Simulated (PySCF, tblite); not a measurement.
# C₁₀H₂₀Si₂: geometry, infrared bands, NMR shifts and electronic excitations, part 2 of 2

tblite 0.8.0 and PySCF 2.14.0. Atoms count from 0. Earlier steps stand in the parts before.

**5. NMR shieldings: PBE0/pcSseg-1**

Job settings and geometry (Å):

```
{"job": {"kind": "nmr", "xc": "PBE0", "basis": "pcSseg-1"}, "charge": 0, "multiplicity": 1}
C     -3.883866     2.003784     0.958359
C     -3.123804     1.544301    -0.036612
C     -1.650642     1.301236     0.037152
C     -1.267963    -0.156047    -0.219564
C     -1.833793    -1.147031     0.824960
C     -0.727272    -2.187041     1.086977
C      0.333728    -1.931847     0.012550
C      0.248677    -0.421115    -0.223121
Si     1.161159     0.155372    -1.773484
C      2.974502    -0.363590    -1.724695
C      3.885985    -0.032463    -0.790453
Si     3.613397     1.079865     0.695337
H     -3.452193     2.253771     1.933311
H     -4.960074     2.153293     0.837099
H     -3.598835     1.306874    -0.998129
H     -1.268733     1.608605     1.026390
H     -1.142702     1.940691    -0.707420
H     -1.661571    -0.442206    -1.213677
H     -2.764744    -1.609058     0.464284
H     -2.101841    -0.610608     1.749200
H     -1.098927    -3.222704     1.075617
H     -0.282098    -2.022672     2.081094
H      0.069271    -2.467702    -0.916889
H      1.340343    -2.269042     0.303210
H      0.691164     0.094607     0.651065
H      1.050281     1.637675    -1.955985
H      0.532066    -0.503654    -2.962852
H      3.306978    -1.029859    -2.534684
H      4.899260    -0.449360    -0.894249
H      4.830810     1.914991     0.927867
H      3.367189     0.268788     1.929569
H      2.437561     1.975956     0.476720
```

Method: GIAO PBE0/pcSseg-1 NMR shielding, non-relativistic, gas phase.

The program printed:

```text
coarse grid: 26512 points
cycle   1  E = -971.0910278021  dE =  9.840e-01  |g| = 5.145e-01  |ddm| = 5.039e+00
cycle   2  E = -971.0728379568  dE =  1.819e-02  |g| = 5.867e-01  |ddm| = 1.050e+00
cycle   3  E = -971.1642681433  dE = -9.143e-02  |g| = 6.258e-02  |ddm| = 6.349e-01
cycle   4  E = -971.1650016478  dE = -7.335e-04  |g| = 3.047e-02  |ddm| = 9.811e-02
cycle   5  E = -971.1652267266  dE = -2.251e-04  |g| = 7.430e-03  |ddm| = 3.543e-02
cycle   6  E = -971.1652399883  dE = -1.326e-05  |g| = 2.557e-03  |ddm| = 1.042e-02
cycle   7  E = -971.1652416802  dE = -1.692e-06  |g| = 5.855e-04  |ddm| = 2.800e-03
final grid: 243376 points
cycle   8  E = -971.2390007491  dE = -6.468e-05  |g| = 1.028e-02  |ddm| = 4.711e-02
cycle   9  E = -971.2389842293  dE =  1.652e-05  |g| = 1.304e-02  |ddm| = 2.313e-02
cycle  10  E = -971.2390292059  dE = -4.498e-05  |g| = 1.373e-03  |ddm| = 1.342e-02
cycle  11  E = -971.2390296392  dE = -4.333e-07  |g| = 4.169e-04  |ddm| = 1.480e-03
cycle  12  E = -971.2390296798  dE = -4.060e-08  |g| = 1.422e-04  |ddm| = 4.472e-04
cycle  13  E = -971.2390296845  dE = -4.782e-09  |g| = 3.967e-05  |ddm| = 1.658e-04
cycle  14  E = -971.2390296849  dE = -3.695e-10  |g| = 1.053e-05  |ddm| = 4.455e-05
converged SCF energy = -971.2390296849

GIAO shielding tensors (ppm)
atom      isotropic    diamagn.    paramagn.     s11        s22        s33       span
  0 C       61.639     252.663    -191.024    -51.686     84.006    152.596    204.282
  1 C       35.532     255.838    -220.306    -88.503     42.831    152.267    240.770
  2 C      139.896     247.045    -107.149    123.204    141.760    154.725     31.521
  3 C      139.430     252.415    -112.985    114.720    141.099    162.470     47.750
  4 C      151.204     250.361     -99.157    123.844    156.849    172.920     49.076
  5 C      156.750     250.108     -93.358    131.260    164.898    174.091     42.831
  6 C      150.626     250.782    -100.156    124.933    157.991    168.955     44.021
  7 C      151.118     255.126    -104.009    128.769    154.659    169.926     41.157
  8 Si     395.624     884.031    -488.407    348.268    397.911    440.694     92.426
  9 C       24.792     262.817    -238.025    -98.210      1.259    171.326    269.536
 10 C       32.073     258.757    -226.684    -89.553     12.833    172.941    262.494
 11 Si     430.544     880.928    -450.383    405.582    424.098    461.954     56.373
 12 H       25.914      31.187      -5.273     22.049     25.157     30.536      8.487
 13 H       26.019      25.680       0.339     22.861     24.824     30.371      7.510
 14 H       25.309      30.104      -4.795     22.301     24.543     29.083      6.782
 15 H       29.772      35.039      -5.267     25.776     30.023     33.517      7.741
 16 H       28.575      33.271      -4.696     22.991     30.038     32.696      9.705
 17 H       29.858      37.038      -7.180     26.393     28.847     34.335      7.941
 18 H       29.605      32.152      -2.547     24.152     28.352     36.311     12.159
 19 H       30.119      33.577      -3.457     24.540     30.031     35.787     11.247
 20 H       29.624      30.239      -0.615     24.341     27.007     37.523     13.182
 21 H       29.832      32.178      -2.346     24.972     27.723     36.800     11.828
 22 H       30.151      33.828      -3.677     24.929     29.334     36.190     11.261
 23 H       29.525      33.741      -4.216     23.848     28.908     35.820     11.972
 24 H       30.584      38.598      -8.015     26.804     28.451     36.496      9.691
 25 H       26.557      31.610      -5.054     23.467     25.762     30.441      6.973
 26 H       27.313      32.211      -4.899     23.689     25.848     32.401      8.712
 27 H       23.854      28.988      -5.134     21.492     23.609     26.462      4.970
 28 H       24.165      26.095      -1.930     22.389     23.680     26.426      4.037
 29 H       27.150      28.530      -1.381     23.907     24.832     32.710      8.804
 30 H       27.142      30.839      -3.697     23.849     26.702     30.876      7.027
 31 H       26.928      31.732      -4.804     23.211     27.836     29.737      6.526
```

It took 54 s on 2 threads of AMD EPYC 9R45, shared host; peak memory 2.4 GiB.

Shifts follow as δ = σ(reference) − σ, with reference shieldings (ppm) from runs at the same level and on the same kind of geometry: ¹H TMS 31.27, ¹³C TMS 184.4, ²⁹Si TMS 352.0. The references are single molecules in the gas phase. Atoms listed in one row are averaged.

```csv
atoms,environment,σ (ppm),δ (ppm),δ scaled to CDCl3
C9,alkene CH,24.8,159.6,154.5
C10,alkene CH,32.1,152.3,147.4
C1,alkene CH,35.5,148.9,144.1
C0,terminal =CH2 carbon,61.6,122.8,118.7
C3,sp3 CH in a ring,139.4,45.0,43.2
C2,allylic sp3 CH2,139.9,44.5,42.7
C6,sp3 CH2 in a ring,150.6,33.8,32.3
C7,sp3 CH bonded to Si,151.1,33.3,31.8
C4,sp3 CH2 in a ring,151.2,33.2,31.7
C5,sp3 CH2 in a ring,156.7,27.7,26.4
H27,hydrogen on an alkene CH,23.85,7.41,7.24
H28,hydrogen on an alkene CH,24.16,7.10,6.95
H14,hydrogen on an alkene CH,25.31,5.96,5.86
H12,hydrogen on a terminal =CH2 carbon,25.91,5.35,5.29
H13,hydrogen on a terminal =CH2 carbon,26.02,5.25,5.19
H25,hydrogen on a silicon bonded to 2 C,26.56,4.71,–
"H29, H30, H31",hydrogen on a silicon bonded to C,27.07,4.19,–
H26,hydrogen on a silicon bonded to 2 C,27.31,3.95,–
H16,hydrogen on an allylic sp3 CH2,28.57,2.69,2.77
H23,hydrogen on an sp3 CH2 in a ring,29.53,1.74,1.87
H18,hydrogen on an sp3 CH2 in a ring,29.61,1.66,1.79
H20,hydrogen on an sp3 CH2 in a ring,29.62,1.64,1.77
H15,hydrogen on an allylic sp3 CH2,29.77,1.50,1.63
H21,hydrogen on an sp3 CH2 in a ring,29.83,1.44,1.58
H17,hydrogen on an sp3 CH in a ring,29.86,1.41,1.55
H19,hydrogen on an sp3 CH2 in a ring,30.12,1.15,1.30
H22,hydrogen on an sp3 CH2 in a ring,30.15,1.12,1.27
H24,hydrogen on an sp3 CH bonded to Si,30.58,0.68,0.86
Si8,"silicon bonded to 2 C, 2 H",395.6,-43.6,–
Si11,"silicon bonded to C, 3 H",430.5,-78.6,–
```

The scaled column applies a straight-line fit of computed shieldings to shifts measured in CDCl3 (root-mean-square error 0.21 ppm for H, 2.0 ppm for C).

Charges from the same density, by scheme (e):

```csv
atoms,Mulliken,IAO,Hirshfeld,ESP fit
C0,-0.16,-0.32,-0.11,-0.55
C1,-0.23,-0.12,-0.03,0.00
C2,-0.10,-0.25,-0.07,-0.27
C3,-0.35,-0.09,-0.02,0.16
C4,-0.12,-0.26,-0.07,-0.10
C5,-0.20,-0.26,-0.07,-0.13
C6,-0.17,-0.25,-0.07,-0.02
C7,-0.53,-0.37,-0.11,0.02
Si8,0.68,0.72,0.32,0.31
C9,-0.41,-0.39,-0.12,-0.27
C10,-0.41,-0.40,-0.13,-0.27
Si11,0.49,0.57,0.30,0.41
```

Mayer bond orders: C0–C1 1.98, C1–C2 1.04, C2–C3 1.01, C3–C4 1.00, C4–C5 1.04, C5–C6 1.04, C6–C7 1.01, C7–Si8 0.87, Si8–C9 0.87, C9–C10 1.94, C10–Si11 0.90, C7–C3 0.98.

Ring of atoms C3, C4, C5, C6, C7: NICS(0) -5.3, NICS(1) -4.1, NICS(1)zz -3.4 ppm (means of both faces).

The fields below are evaluated on a grid from the run's orbitals.

Frontier orbitals at PBE0/pcSseg-1, with the share of their density that lies nearest to each atom:

```csv
orbital,energy (eV),lies on
HOMO,-7.35,"C0, C1 about 34 % each"
LUMO,-1.05,"C9, C10 about 28 % each; H27, H28 about 7 % each"
```

ELF in a plane through or near 8 of the atoms.

Values, 10 rows by 14 columns:
```
0.00 0.00 0.00 0.00 0.00 0.00 0.00 0.00 0.00 0.00 0.00 0.00 0.00 0.00
0.00 0.00 0.00 0.00 0.00 0.00 0.00 0.01 0.01 0.00 0.00 0.00 0.00 0.00
0.00 0.00 0.00 0.00 0.00 0.03 0.05 0.09 0.27 0.01 0.00 0.00 0.00 0.00
0.00 0.00 0.00 0.00 0.00 0.82 0.47 0.52 0.30 1.00 0.64 0.00 0.00 0.00
0.00 0.00 0.56 0.25 0.67 0.03 0.74 0.59 0.90 0.25 0.01 0.01 0.00 0.00
0.00 0.01 0.99 0.51 0.67 0.13 0.71 0.58 0.92 0.35 0.74 0.23 0.07 0.00
0.00 0.00 0.04 0.39 0.27 0.03 0.04 0.09 0.75 0.76 0.91 0.98 0.98 0.00
0.00 0.00 0.00 0.01 0.04 0.19 0.01 0.03 0.28 0.08 0.71 0.23 0.07 0.00
0.00 0.00 0.00 0.00 0.00 0.00 0.00 0.00 0.00 0.00 0.00 0.00 0.00 0.00
0.00 0.00 0.00 0.00 0.00 0.00 0.00 0.00 0.00 0.00 0.00 0.00 0.00 0.00
```
The map spans 15.7 Å across and 12.0 Å up, centred on the molecule. Atoms in the plane (x, y in Å): C2 (1.8, -1.1), C3 (1.2, 0.3), C6 (-0.6, 1.9), C7 (-0.3, 0.4), C10 (-3.9, -0.4), H13 (5.2, -1.5), H18 (2.6, 1.9), H28 (-5.0, -0.1).

On the surface of density 0.002 e/bohr³ the electrostatic potential runs, from the 1st to the 99th percentile, from -0.67 V near C0 to 0.81 V near H28.

**6. Excited states and response: CAM-B3LYP/def2-SVPD**

Same as in step 5 but for these lines:

```diff
@@ -1,2 +1,2 @@
-{"job": {"kind": "nmr", "xc": "PBE0", "basis": "pcSseg-1"}, "charge": 0, "multiplicity": 1}
+{"job": {"kind": "uv", "xc": "CAM-B3LYP", "basis": "def2-SVPD", "ip": false}, "charge": 0, "multiplicity": 1}
 C     -3.883866     2.003784     0.958359
```

Method: TDDFT CAM-B3LYP/def2-SVPD, vertical, gas phase, core orbitals frozen in the response.

The program printed:

```text
coarse grid: 26512 points
cycle   1  E = -971.1516846921  dE =  1.223e+00  |g| = 4.109e-01  |ddm| = 1.091e+01
cycle   2  E = -971.1781344690  dE = -2.645e-02  |g| = 3.127e-01  |ddm| = 1.853e+00
cycle   3  E = -971.2038663352  dE = -2.573e-02  |g| = 5.669e-02  |ddm| = 7.961e-01
cycle   4  E = -971.2046740121  dE = -8.077e-04  |g| = 2.273e-02  |ddm| = 2.212e-01
cycle   5  E = -971.2048066772  dE = -1.327e-04  |g| = 4.324e-03  |ddm| = 7.156e-02
cycle   6  E = -971.2048117111  dE = -5.034e-06  |g| = 1.117e-03  |ddm| = 1.336e-02
final grid: 243376 points
cycle   7  E = -971.3644883519  dE = -6.716e-05  |g| = 4.457e-03  |ddm| = 2.562e-01
cycle   8  E = -971.3644890058  dE = -6.539e-07  |g| = 4.399e-03  |ddm| = 3.066e-02
cycle   9  E = -971.3644940708  dE = -5.065e-06  |g| = 4.212e-04  |ddm| = 1.043e-02
cycle  10  E = -971.3644941012  dE = -3.041e-08  |g| = 2.884e-04  |ddm| = 1.817e-03
cycle  11  E = -971.3644941226  dE = -2.143e-08  |g| = 4.317e-05  |ddm| = 7.494e-04
cycle  12  E = -971.3644941231  dE = -5.041e-10  |g| = 1.257e-05  |ddm| = 1.600e-04
converged SCF energy = -971.3644941231

Static polarisability (au): isotropic 170.716, principal 149.008 164.559 198.580

Singlet excitations
state   eV       nm        f      main configurations
  1   5.7301    216.4   0.00687   H-2->L 0.75, H-3->L 0.08
  2   6.2624    198.0   0.31147   H-1->L 0.90
  3   7.1717    172.9   0.00866   H->L 0.21, H-1->L+1 0.21, H-3->L 0.17
  4   7.1926    172.4   0.02553   H->L 0.27, H-1->L+1 0.27, H-1->L+2 0.11
  5   7.2500    171.0   0.05653   H-3->L 0.49, H-2->L 0.09
  6   7.3299    169.1   0.48257   H->L+3 0.43, H->L+2 0.43
  7   7.3736    168.1   0.02161   H->L 0.34, H->L+4 0.23, H->L+7 0.21
  8   7.4328    166.8   0.00916   H-13->L 0.29, H-6->L 0.18, H-10->L 0.14
  9   7.5687    163.8   0.00641   H->L+3 0.22, H->L+7 0.21, H->L+4 0.16
 10   7.7677    159.6   0.00464   H-7->L 0.29, H-6->L 0.13

Triplet excitations (Tamm-Dancoff, eV): 3.8743 4.3629 5.1783 6.7569
```

It took 1.8 min on 2 threads of AMD EPYC 9R45, shared host; peak memory 3.3 GiB.

The orbitals next to the gap, with their largest atomic shares:

```
orbital      eV                        atoms
 HOMO−3  -10.01   C7 16 %, Si8 12 %, C9 10 %
 HOMO−2   -9.56  C9 23 %, C10 18 %, Si8 13 %
 HOMO−1   -9.00   C10 25 %, C9 24 %, C7 12 %
   HOMO   -8.70     C0 37 %, C1 33 %, C2 8 %
   LUMO    0.05  C9 31 %, C10 28 %, Si8 10 %
 LUMO+1    1.14  Si11 29 %, C10 9 %, H29 8 %
 LUMO+2    1.32  C0 13 %, C1 13 %, Si11 11 %
```

With each of the 10 states as a Gaussian band of 0.4 eV half-width at 1/e, the curve within the window shown has maxima at 198 nm (ε 13,000), 170 nm (ε 24,000) L/(mol cm). Beyond the last state computed it falls off for lack of states. The curve at chosen wavelengths:

```tsv
nm	ε (L/mol/cm)
154	931
158	4246
161	9573
165	18827
168	23649
172	23045
175	18215
179	10802
182	7231
186	6288
189	7766
193	10699
196	12288
200	12470
203	11168
207	8348
210	6107
214	3629
217	2311
221	1201
224	720
228	363
231	218
235	111
238	67
242	33
```

Leading natural transition orbitals of singlet state 6: the hole lies on C0 36 %; C1 29 %; H16 7 %; the particle on C1 26 %; C0 19 %; H12, H13 about 13 % each.

Leading natural transition orbitals of singlet state 1: the hole lies on C9 22 %; C10 16 %; H27, H28 about 14 % each; the particle on C9, C10 about 31 % each; H27, H28 about 8 % each.

Ground-state properties from the same run:

```csv
property,computed
dipole moment (D),0.89
polarisability (Å³),25.30
HOMO–LUMO gap (eV),8.74
−ε(HOMO) (eV),8.70
```

**7. Shielding tensors: PBE/pcSseg-1**

Same as in step 6 but for these lines:

```diff
@@ -1,2 +1,2 @@
-{"job": {"kind": "uv", "xc": "CAM-B3LYP", "basis": "def2-SVPD", "ip": false}, "charge": 0, "multiplicity": 1}
+{"job": {"kind": "nmr", "xc": "PBE", "basis": "pcSseg-1", "pop": false}, "charge": 0, "multiplicity": 1}
 C     -3.883866     2.003784     0.958359
```

Method: GIAO PBE/pcSseg-1 NMR shielding, non-relativistic, gas phase.

The program printed:

```text
coarse grid: 26512 points
cycle   1  E = -970.8452705758  dE =  6.735e-01  |g| = 7.828e-01  |ddm| = 5.149e+00
cycle   2  E = -970.5637145411  dE =  2.816e-01  |g| = 1.280e+00  |ddm| = 2.157e+00
cycle   3  E = -971.0140979453  dE = -4.504e-01  |g| = 1.493e-01  |ddm| = 1.572e+00
cycle   4  E = -971.0190649548  dE = -4.967e-03  |g| = 6.499e-02  |ddm| = 2.388e-01
cycle   5  E = -971.0199920033  dE = -9.270e-04  |g| = 2.746e-02  |ddm| = 7.834e-02
cycle   6  E = -971.0201638848  dE = -1.719e-04  |g| = 1.264e-02  |ddm| = 3.480e-02
cycle   7  E = -971.0202054593  dE = -4.157e-05  |g| = 2.713e-03  |ddm| = 1.227e-02
cycle   8  E = -971.0202073114  dE = -1.852e-06  |g| = 9.151e-04  |ddm| = 3.764e-03
final grid: 243376 points
cycle   9  E = -971.1211369890  dE = -6.716e-05  |g| = 1.790e-02  |ddm| = 6.639e-02
cycle  10  E = -971.1209632149  dE =  1.738e-04  |g| = 3.089e-02  |ddm| = 4.931e-02
cycle  11  E = -971.1212179918  dE = -2.548e-04  |g| = 4.594e-03  |ddm| = 3.409e-02
cycle  12  E = -971.1212232890  dE = -5.297e-06  |g| = 1.264e-03  |ddm| = 4.676e-03
cycle  13  E = -971.1212236812  dE = -3.922e-07  |g| = 3.641e-04  |ddm| = 1.375e-03
cycle  14  E = -971.1212237147  dE = -3.354e-08  |g| = 8.367e-05  |ddm| = 3.967e-04
cycle  15  E = -971.1212237158  dE = -1.104e-09  |g| = 5.590e-05  |ddm| = 1.332e-04
cycle  16  E = -971.1212237167  dE = -8.122e-10  |g| = 1.604e-05  |ddm| = 5.504e-05
converged SCF energy = -971.1212237167

GIAO shielding tensors (ppm)
atom      isotropic    diamagn.    paramagn.     s11        s22        s33       span
  0 C       59.763     251.870    -192.107    -46.707     78.784    147.214    193.921
  1 C       32.206     254.904    -222.698    -85.652     36.626    145.645    231.297
  2 C      132.865     247.731    -114.866    115.006    135.298    148.290     33.283
  3 C      131.793     252.462    -120.669    107.076    133.086    155.217     48.141
  4 C      145.161     250.878    -105.717    117.641    150.513    167.330     49.689
  5 C      150.957     250.549     -99.591    125.226    159.066    168.579     43.353
  6 C      144.249     251.146    -106.897    118.026    151.267    163.454     45.428
  7 C      143.530     254.656    -111.126    121.179    146.695    162.715     41.536
  8 Si     381.059     885.283    -504.224    330.826    384.123    428.228     97.402
  9 C       22.124     261.843    -239.720    -93.301     -4.527    164.199    257.500
 10 C       29.707     257.528    -227.821    -84.095      7.170    166.047    250.142
 11 Si     418.148     881.927    -463.780    391.960    410.621    451.863     59.902
 12 H       25.909      31.514      -5.605     22.144     25.372     30.211      8.067
 13 H       26.024      25.623       0.400     22.989     24.976     30.106      7.117
 14 H       25.217      30.107      -4.890     22.177     24.520     28.954      6.777
 15 H       29.684      35.387      -5.703     25.885     29.969     33.197      7.313
 16 H       28.313      33.344      -5.031     22.995     29.877     32.068      9.074
 17 H       29.631      36.968      -7.337     26.316     28.841     33.736      7.420
 18 H       29.443      31.946      -2.503     24.180     28.366     35.783     11.603
 19 H       29.976      33.781      -3.805     24.571     30.045     35.311     10.740
 20 H       29.473      29.945      -0.471     24.409     27.077     36.934     12.525
 21 H       29.690      32.400      -2.709     24.926     27.795     36.351     11.425
 22 H       29.982      33.735      -3.753     24.895     29.389     35.661     10.767
 23 H       29.329      33.747      -4.419     23.906     28.892     35.188     11.282
 24 H       30.298      38.888      -8.590     26.742     28.248     35.903      9.161
 25 H       26.325      31.812      -5.487     23.371     25.558     30.046      6.675
 26 H       27.203      32.316      -5.113     23.720     25.775     32.115      8.395
 27 H       23.742      28.829      -5.087     21.414     23.499     26.312      4.898
 28 H       24.072      26.027      -1.955     22.383     23.704     26.130      3.747
 29 H       27.014      28.503      -1.489     23.859     24.778     32.406      8.547
 30 H       26.986      31.075      -4.090     23.783     26.562     30.612      6.830
 31 H       26.759      32.081      -5.322     23.130     27.656     29.492      6.361
```

It took 47 s on 2 threads of AMD EPYC 9R45, shared host; peak memory 1.9 GiB.

This run: δ C9 157.9, C10 150.3, C1 147.8, C0 120.3, H27 7.46, H28 7.12 ppm.

**8. Side by side: NMR shifts**

Shifts (ppm) of some atoms, chosen among heavy atoms and hydrogens apart, with basis size and wall time:

```
          run    C3    C2    C7   H16   H24    Si8   Si11  functions  time
PBE0/pcSseg-1  45.0  44.5  33.3  2.69  0.68  -43.6  -78.6        318  54 s
 PBE/pcSseg-1  48.2  47.2  36.5  2.88  0.90  -46.5  -83.5        318  47 s
```

**9. Results**

What follows sums up all 2 parts.

| quantity | value |
| --- | --- |
| strongest single infrared mode (GFN2-xTB) | 2187 cm⁻¹, 438 km/mol |
| zero-point energy (GFN2-xTB) | 163.8 kcal/mol |
| point group | C1 |
| rotational constants (main isotopes) | 1.01, 0.35, 0.33 GHz |
| ¹³C shifts against TMS (PBE0/pcSseg-1) | 159.6, 152.3, 148.9, 122.8, 45.0, 44.5, 33.8, 33.3, 33.2, 27.7 ppm |
| ¹H shifts against TMS (PBE0/pcSseg-1, means over atoms taken as alike) | 7.41, 7.10, 5.96, 5.35, 5.25, 4.71, 4.19, 3.95, 2.69, 1.74, 1.66, 1.64, 1.50, 1.44 ppm and more |
| ²⁹Si shifts against TMS (PBE0/pcSseg-1) | -43.6, -78.6 ppm |
| surface potential, 1st and 99th percentile | -0.67 V and 0.81 V |
| lowest singlet (CAM-B3LYP/def2-SVPD) | 5.73 eV (216 nm), f = 0.007 |
| brightest single state of those computed | state 6, 7.33 eV, f = 0.483 |
| lowest triplet | 3.87 eV |
| range of the shift of Si11 | -83.5 to -78.6 ppm |

Over 129 steps the energy fell by 0.057 eV; of the close pairs, C6–H22 changed most, 1.074 to 1.092 Å (GFN2-xTB). The lowest mode is slightly imaginary (9i cm⁻¹), a soft motion within the noise of the Hessian, so the minimum is not strictly shown. The strongest single mode, at 2187 cm⁻¹, moves mainly H26. Unscaled tight-binding wavenumbers are off by several per cent, some by more. Its intensities can rank the bands wrongly. The optimisation took 8 steps and gained 0.244 eV; among the close pairs (by a distance rule), C0–H12 changed most, from 1.053 to 1.095 Å (PBE0/def2-SVP). By nearest atom (PBE0/pcSseg-1), the HOMO sits on C0, C1 about 34 % each and the LUMO on C9, C10 about 28 % each; H27, H28 about 7 % each. The first singlet state (HOMO−2→LUMO 0.75, HOMO−3→LUMO 0.08) lies at 5.73 eV and is weak; of the 10 states computed, the strongest absorption comes from state 6 at 7.33 eV. The lowest triplet lies 1.86 eV below the lowest singlet (triplets in Tamm-Dancoff, singlets in full TDDFT). Across the 2 runs the shift of Si11 moves most, between -83.5 (PBE/pcSseg-1) and -78.6 ppm (PBE0/pcSseg-1).
